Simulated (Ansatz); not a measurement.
**C₅H₄N₂: up Jacob's ladder to CCSD(T)**

The task here is to estimate one member of a computed series from the others.

The runs use Ansatz 0.2.0, Gaussian basis; functionals in def2-TZVPP, the program's frozen cores in correlated methods.

The runs, in order: LDA (SPW92), PBE-D4, revPBE-D4, BLYP-D4, r2SCAN-D4, B97M-V, PBE0-D4, B3LYP-D4, r2SCANh-D4, r2SCAN0-D4, HSE06-D4, BHLYP-D4, CAM-B3LYP-D4, LC-ωPBE, ωB97X-V, ωB97M-V, B2PLYP, PBE-QIDH; CCSD(T)/def2-SVP; CCSD(T)/def2-TZVPP; MP2/def2-QZVPP; extrapolation to the limit; RPA on PBE.

## Structure used throughout

The geometry comes from an earlier relaxation with PBE0-D4 in a triple-zeta def2 set; it is a stationary point, not always the lowest conformer.

SMILES `N#Cc1ccc[nH]1`, 11 atoms, charge 0, spin multiplicity 1.

Atoms are counted from 1 here; the program's logs count them from 0.

Bond lengths: N1–C2 1.154 Å, C2–C3 1.408 Å, C3–C4 1.380 Å, C3–N7 1.371 Å, C4–C5 1.407 Å, C4–H8 1.078 Å, C5–C6 1.376 Å, C5–H9 1.078 Å, C6–N7 1.354 Å, C6–H10 1.078 Å, N7–H11 1.005 Å. Angles: N1–C2–C3 179.5°, C2–C3–C4 130.5°, C2–C3–N7 121.8°, C4–C3–N7 107.7°, C3–C4–C5 107.1°, C3–C4–H8 125.2°, C5–C4–H8 127.7°, C4–C5–C6 107.4°, C4–C5–H9 126.8°, C6–C5–H9 125.8°, C5–C6–N7 108.2°, C5–C6–H10 130.6°, N7–C6–H10 121.1°, C3–N7–C6 109.5°, C3–N7–H11 124.5°, C6–N7–H11 126.0°.

Set-up of the first run:

The input, in.yaml:

```yaml
crystal:
  periodic: [false, false, false]
  atoms:
    - {symbol: N, position_ang: [1.335108, -3.046194, 0.509580]}
    - {symbol: C, position_ang: [0.846780, -2.011566, 0.361196]}
    - {symbol: C, position_ang: [0.259977, -0.745396, 0.172262]}
    - {symbol: C, position_ang: [-0.894792, -0.204538, 0.700663]}
    - {symbol: C, position_ang: [-1.017258, 1.097249, 0.182372]}
    - {symbol: C, position_ang: [0.061172, 1.314876, -0.644386]}
    - {symbol: N, position_ang: [0.826335, 0.198256, -0.644575]}
    - {symbol: H, position_ang: [-1.560989, -0.708569, 1.382020]}
    - {symbol: H, position_ang: [-1.806054, 1.802669, 0.388177]}
    - {symbol: H, position_ang: [0.335662, 2.178783, -1.227874]}
    - {symbol: H, position_ang: [1.679359, 0.067529, -1.158834]}
basis:
  gaussian: {orbitals: def2-TZVPP}
hamiltonian: {xc: lda}
output: {orbitals: {seedname: orbitals}}
```

Among the steps run: LDA; PBE-D4 (GGA); revPBE-D4 (GGA); BLYP-D4 (GGA); r2SCAN-D4 (meta-GGA); B97M-V (meta-GGA); PBE0-D4 (hybrid); B3LYP-D4 (hybrid); r2SCANh-D4 (hybrid); r2SCAN0-D4 (hybrid); HSE06-D4 (hybrid); BHLYP-D4 (hybrid); CAM-B3LYP-D4 (range-separated); LC-ωPBE-D4 (range-separated; the results give it without D4); ωB97X-V (range-separated); ωB97M-V (range-separated); B2PLYP (double hybrid); PBE-QIDH (double hybrid).

One table of the session follows, with a row left open; its other results are not shown here.

It belongs to the step «Orbital energies across the functionals». 

| functional | HOMO (eV) | gap (eV) |
| --- | --- | --- |
| LDA (SPW92) | -6.15 | 4.25 |
| PBE-D4 | -5.93 | 4.26 |
| revPBE-D4 | -5.85 | 4.27 |
| BLYP-D4 | -5.75 | 4.22 |
| r2SCAN-D4 | ? | ? |
| B97M-V | -6.03 | 4.59 |
| PBE0-D4 | -6.91 | 6.12 |
| B3LYP-D4 | -6.71 | 5.71 |
| r2SCANh-D4 | -6.47 | 5.25 |
| r2SCAN0-D4 | -7.03 | 6.30 |
| HSE06-D4 | -6.52 | 5.36 |
| BHLYP-D4 | -7.73 | 7.95 |
| CAM-B3LYP-D4 | -8.12 | 8.41 |
| LC-ωPBE | -9.40 | 10.74 |
| ωB97X-V | -9.03 | 10.36 |
| ωB97M-V | -8.95 | 10.23 |

**Question.** Estimate the row for r2SCAN-D4.

Worked estimate for «HOMO (eV)». Against the share of exact exchange, r2SCANh-D4 (0.1, -6.47), r2SCAN0-D4 (0.25, -7.03) give a slope of -3.73 per unit share; at 0 the line stands at -6.10.

The run gave: HOMO (eV): -6.09; gap (eV): 4.55. In «HOMO (eV)» the line misses by -0.01.
